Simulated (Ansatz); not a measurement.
This script for Ansatz 0.2.0, Python API starts 3 runs on IrOs, space group P-6m2. What input does the engine get in each?

The script, `iros.py`:
```python
"""Relaxed cell of IrOs under several functionals."""

from dataclasses import dataclass

import ansatz
import numpy as np


@dataclass(frozen=True)
class RunConfig:
    scf_tol: float = 1e-10
    kmesh: tuple[int, ...] = (13, 13, 7)
    filling: str = "Marzari-Vanderbilt"


opts = RunConfig()

def edges_and_angles(cell):
    cell = np.asarray(cell)
    a, b, c = np.linalg.norm(cell, axis=1)
    cosines = cell[1] @ cell[2] / (b * c), cell[0] @ cell[2] / (a * c), cell[0] @ cell[1] / (a * b)
    return (a, b, c, *np.degrees(np.arccos(cosines)))


def main() -> None:
    iros = (
        ansatz.Lattice.from_parameters(2.74362, 2.74362, 4.36088, alpha=90, beta=90, gamma=120)
        .space_group(187)
        .atom("Os", [0.0, 0.0, 0.0])
        .atom("Ir", [1 / 3, 2 / 3, 0.5])
    )

    base = iros.calculation()
    base = base.scf(tolerance=opts.scf_tol)
    base = base.kpoints(*opts.kmesh)
    base = base.occupations(opts.filling)
    base = base.relax(cell=True)

    levels = [("r2scan", "d4"), ("r2scan", "rvv10"), ("lda", "none")]
    print("level            a       b       c    alpha   beta  gamma  V/atom  steps")
    for name, dispersion in levels:
        seen = []
        run = base.functional(name, dispersion=dispersion).session().plan()
        outcome = run.execute(on_event=lambda e: seen.append(e) if e["event"] == "relax_step" else None)
        cell = outcome.lattice.cell_ang
        label = name if dispersion == "none" else f"{name}+{dispersion}"
        print("{:13s} {:7.4f} {:7.4f} {:7.4f} {:6.2f} {:6.2f} {:6.2f}".format(label, *edges_and_angles(cell)), f"{abs(np.linalg.det(cell)) / len(outcome.lattice.sites):7.3f} {len(seen):5d}")


if __name__ == "__main__":
    main()
```

Run 1:
```yaml
crystal:
  lattice:
    a: 2.74362
    b: 2.74362
    c: 4.36088
    alpha: 90.0
    beta: 90.0
    gamma: 120.0
  space_group: 187
  atoms:
    - { symbol: Os, position: [0.0, 0.0, 0.0] }
    - { symbol: Ir, position: [0.3333333333333333, 0.6666666666666666, 0.5] }
kpoints:
  mp_grid:
    grid: [13, 13, 7]
hamiltonian:
  xc: r2scan
  dispersion: d4
scf:
  convergence:
    dr2_threshold: 1.0e-10
  occupations:
    method: cold
relax:
  cell: {}
```

Run 2, against run 1:
```diff
-  dispersion: d4
+  dispersion: rvv10
```

Run 3, against run 1:
```diff
-  xc: r2scan
-  dispersion: d4
+  xc: lda
+  dispersion: none
```

```console
$ python iros.py
level            a       b       c    alpha   beta  gamma  V/atom  steps
DeckWarning: basis.ecutwfc = 500 eV, auto-derived from the records' recommended cutoffs: set by Os (their level for a meta-GGA)
r2scan+d4      2.7312  2.7312  4.3423  90.00  90.00 120.00  14.026     5
r2scan+rvv10   2.7292  2.7292  4.3400  90.00  90.00 120.00  13.997     5
DeckWarning: basis.ecutwfc = 420 eV, auto-derived from the records' recommended cutoffs: set by Os (normal level)
lda            2.7143  2.7143  4.3176  90.00  90.00 120.00  13.774     5
```
(Warnings from the package without file and line.)

From smallest to largest: LDA (13.77 Å³ an atom, -3.1 % against the start), r2SCAN+RVV10 (14.00 Å³ an atom, -1.5 % against the start) and r2SCAN+D4 (14.03 Å³ an atom, -1.3 % against the start). The spread is 1.8 % in volume.

Forces vanish by symmetry, so the ions can't move, and the end may be a saddle. Dispersion corrections can be off by several per cent in the lattices of metals, and by several GPa in the pressure at a fixed cell. The mesh is modest for a metal, so energies can be off by several to tens of meV an atom and pressures by half a GPa or more; differences at equal mesh fare better. Spin-orbit coupling, which matters for elements this heavy, is left out. The structure comes from a database of computed cells and needn't be a stable or known phase. Finished in 120 s on 1 thread of Arm Neoverse V2, on a shared host, peak memory 0.59 GiB.
